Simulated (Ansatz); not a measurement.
# KSr3: the cost of one run

Program: Ansatz 0.2.0. Level of theory: DFT r2SCAN, scalar-relativistic, plane waves, PAW. These are calculated values, not measurements.

## Step 1: The system as given

The structure is cubic, space group Pm-3m (No. 221). The conventional cell has a = 6.152 Å, b = 6.152 Å, c = 6.152 Å, α = 90.00°, β = 90.00°, γ = 90.00°. K (site symmetry m-3m) is surrounded by 12 Sr at 4.35 Å. Sr (site symmetry 4/mmm) is surrounded by 4 K at 4.35 Å and 8 Sr at 4.35 Å.

Coordinates:

```xyz
4
Lattice="6.1523 0.0000 0.0000 0.0000 6.1523 0.0000 0.0000 0.0000 6.1523" Properties=species:S:1:pos:R:3 pbc="T T T"
K     0.0000    0.0000    0.0000
Sr    3.0761    0.0000    3.0761
Sr    0.0000    3.0761    3.0761
Sr    3.0761    3.0761    0.0000
```

(A quick probe on a coarse mesh, which set the mesh and smearing, is not shown.)

## Step 3: The relaxation

input.yaml

```yaml
crystal:
  lattice:
    - [6.152297, 0.0, 0.0]
    - [0.0, 6.152297, 0.0]
    - [0.0, 0.0, 6.152297]
  atoms:
    - { symbol: K, position: [0.0, 0.0, 0.0] }
    - { symbol: Sr, position: [0.5, 0.0, 0.5] }
    - { symbol: Sr, position: [0.0, 0.5, 0.5] }
    - { symbol: Sr, position: [0.5, 0.5, 0.0] }
basis:
  ecutwfc: 500
kpoints:
  mp_grid: { grid: [8, 8, 8] }
hamiltonian:
  xc: r2scan
scf:
  occupations: { method: gaussian, width: 0.1 }
output:
  forces: true
  stress: true
  eigenvalues: true
relax:
  adjacent_minimum: "off"
  f_tol: 0.01
  max_steps: 80
  cell: { stress_tol: 0.05 }
```

Started as:

```sh
ansatz run input.yaml --threads 1 --pin off --max-ram 2560MiB --backend cpu --events-out ev --progress --plain --runs-dir out
```

**Question.** How long does this run take on 1 thread of Intel Xeon Platinum 8259CL at 2.50GHz (Skylake/Cascade Lake), shared host, and how much memory does it need?

About 2.6 min, with a peak of 1.1 GiB.
